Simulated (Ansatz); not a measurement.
# CH2OSSi: taking an electron away

The task here is to estimate one member of a computed series from the others.

Program: Ansatz 0.2.0, Gaussian basis. Level of theory: unrestricted cation, the program's frozen cores in correlated methods. These are calculated values, not measurements.

Plan: UKS PBE-D4/def2-TZVPP; UKS r2SCAN-D4/def2-TZVPP; UKS PBE0-D4/def2-TZVPP; UKS B3LYP-D4/def2-TZVPP; UKS wB97X-V/def2-TZVPP; UKS wB97M-V/def2-TZVPP; UKS B2PLYP/def2-TZVPP; UHF-CCSD(T)/def2-TZVPP; UHF-MP2/def2-QZVPP; extrapolation to the limit; then −ε(HOMO) from the neutral's earlier runs with LDA (SPW92), PBE-D4, revPBE-D4, BLYP-D4, r2SCAN-D4, B97M-V, PBE0-D4, B3LYP-D4, r2SCANh-D4, r2SCAN0-D4, HSE06-D4, BHLYP-D4, CAM-B3LYP-D4, LC-ωPBE, ωB97X-V, ωB97M-V.

### The relaxed structure

All runs share one geometry, relaxed beforehand with PBE0-D4 in a triple-zeta def2 set.

SMILES `O=C1[SiH2]S1`, 6 atoms, charge 0, spin multiplicity 1.

Atoms are counted from 1 here; the program's logs count them from 0.

Bond lengths: O1–C2 1.180 Å, C2–Si3 1.841 Å, C2–S4 1.856 Å, Si3–S4 2.124 Å, Si3–H5 1.480 Å, Si3–H6 1.480 Å. Angles: O1–C2–Si3 157.8°, O1–C2–S4 132.1°, Si3–C2–S4 70.1°, C2–Si3–S4 55.3°, C2–Si3–H5 120.1°, C2–Si3–H6 120.1°, S4–Si3–H5 118.4°, S4–Si3–H6 118.4°, H5–Si3–H6 113.0°, C2–S4–Si3 54.6°.

Set-up of the first run:

Contents of in.yaml:

```yaml
crystal:
  periodic: [false, false, false]
  atoms:
    - {symbol: O, position_ang: [-0.628804, -2.102767, 0.529195]}
    - {symbol: C, position_ang: [-0.432415, -1.001779, 0.152754]}
    - {symbol: Si, position_ang: [0.432032, 0.616101, -0.009288]}
    - {symbol: S, position_ang: [-1.375690, 0.104866, -1.000201]}
    - {symbol: H, position_ang: [1.671010, 0.718329, -0.812713]}
    - {symbol: H, position_ang: [0.376066, 1.601250, 1.094051]}
basis:
  gaussian: {orbitals: def2-TZVPP}
total_charge: 1
magnetization: {spin_polarized: true, initial_magnetization: 1}
hamiltonian: {xc: pbe, dispersion: d4}
```

Command:

```sh
ansatz run in.yaml --threads 2 --pin off --events-out ev --progress --plain --max-ram 4352MiB
```

Among the steps run: Cation, UKS PBE-D4/def2-TZVPP; Cation, UKS r2SCAN-D4/def2-TZVPP; Cation, UKS PBE0-D4/def2-TZVPP; Cation, UKS B3LYP-D4/def2-TZVPP; Cation, UKS wB97X-V/def2-TZVPP; Cation, UKS wB97M-V/def2-TZVPP; Cation, UKS B2PLYP (frozen core)/def2-TZVPP; Cation, UHF-CCSD(T)/def2-TZVPP; Cation, UHF-MP2/def2-QZVPP.

One table of the session follows, with a row left open; its other results are not shown here.

It belongs to the step «Ionisation energies side by side». For comparison, −ε(HOMO) of the neutral from earlier runs:

```
  functional  −ε(HOMO) (eV)
 LDA (SPW92)           6.05
      PBE-D4              ?
   revPBE-D4           5.83
     BLYP-D4           5.74
   r2SCAN-D4           6.12
      B97M-V           6.20
     PBE0-D4           7.10
    B3LYP-D4           6.87
  r2SCANh-D4           6.57
  r2SCAN0-D4           7.26
    HSE06-D4           6.70
    BHLYP-D4           8.20
CAM-B3LYP-D4           8.34
     LC-ωPBE           9.58
     ωB97X-V           9.27
     ωB97M-V           9.15
```

**Question.** Estimate the row for PBE-D4.

**Answer.** −ε(HOMO) (eV): 5.89. In the column «−ε(HOMO) (eV)» it lies between revPBE-D4 (5.83) and LDA (SPW92) (6.05).
